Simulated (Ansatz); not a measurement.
# Ti3O2: a relaxation

Aim: relax the cell and atoms of Ti3O2.

Method: DFT r2SCAN, scalar-relativistic, plane waves, PAW, in Ansatz 0.2.0.

1 further run of the same task is left out (set aside as unsound or not needed).

## (1) Starting point

Symmetry: R-3c, No. 167, trigonal system. The conventional cell has a = 5.102 Å, b = 5.102 Å, c = 14.861 Å, α = 90.00°, β = 90.00°, γ = 120.00°. Around Ti (site symmetry 2) lie 4 O at 2.07 to 2.13 Å. Around O (site symmetry 3) lie 6 Ti at 2.07 to 2.13 Å.

As a file:

```cif
data_structure
_symmetry_space_group_name_H-M 'R-3c:H'
_symmetry_Int_Tables_number 167
_cell_length_a 5.1021
_cell_length_b 5.1021
_cell_length_c 14.8614
_cell_angle_alpha 90.000
_cell_angle_beta 90.000
_cell_angle_gamma 120.000
_cell_volume 335.04
loop_
_atom_site_label
_atom_site_type_symbol
_atom_site_symmetry_multiplicity
_atom_site_Wyckoff_symbol
_atom_site_fract_x
_atom_site_fract_y
_atom_site_fract_z
_atom_site_occupancy
Ti1 Ti 18 e 0.00253 0.66667 0.41667 1
O1 O 12 c 0.00000 0.00000 0.33746 1
```

Source of the structure: the Materials Project (structure only).

(A quick probe on a coarse mesh, which set the mesh and smearing, is not shown.)

## (3) Full relaxation

File input.yaml:

```yaml
crystal:
  lattice:
    - [2.5510662879, 1.4728588081, 4.9537952125]
    - [-2.5510662879, 1.4728588081, 4.9537952125]
    - [0.0, -2.9457176161, 4.9537952125]
  atoms:
    - { symbol: Ti, position: [0.91919994, 0.58080006, 0.25] }
    - { symbol: Ti, position: [0.58080006, 0.25, 0.91919994] }
    - { symbol: Ti, position: [0.25, 0.91919994, 0.58080006] }
    - { symbol: Ti, position: [0.75, 0.08080006, 0.41919994] }
    - { symbol: Ti, position: [0.41919994, 0.75, 0.08080006] }
    - { symbol: Ti, position: [0.08080006, 0.41919994, 0.75] }
    - { symbol: O, position: [0.83746095, 0.83746095, 0.83746095] }
    - { symbol: O, position: [0.66253905, 0.66253905, 0.66253905] }
    - { symbol: O, position: [0.33746095, 0.33746095, 0.33746095] }
    - { symbol: O, position: [0.16253905, 0.16253905, 0.16253905] }
basis:
  ecutwfc: 500
kpoints:
  mp_grid: { grid: [12, 12, 12] }
hamiltonian:
  xc: r2scan
scf:
  occupations: { method: gaussian, width: 0.1 }
output:
  forces: true
  stress: true
  eigenvalues: true
  write_density: true
  write_potential: true
  elf: true
  volumetric_format: npy
relax:
  adjacent_minimum: "off"
  f_tol: 0.005
  max_steps: 80
  cell: { stress_tol: 0.05 }
```

Command:

```bash
ansatz run input.yaml --threads 2 --pin off --max-ram 5120MiB --backend cpu --events-out ev --progress --plain --runs-dir out
```

Before running it: what results should come out? Wanted: relaxed cell; volume; formation energy; gap on the mesh.

The runs gave:

| quantity | value |
| --- | --- |
| relaxed cell (conventional) | a = 5.093 Å, b = 5.093 Å, c = 14.826 Å, α = 90.00°, β = 90.00°, γ = 120.00° |
| space group (0.01 Å) | R-3c (No. 167) |
| volume | 11.10 Å³/atom |
| formation energy (elements from runs with the same settings, not shown) | -2.27 eV/atom |
| gap on the mesh | none (metal) |

The relaxed volume is 0.6 % smaller than at the start. A spin-polarised run here lost its starting moments, which speaks against magnetism, though one start doesn't rule it out.
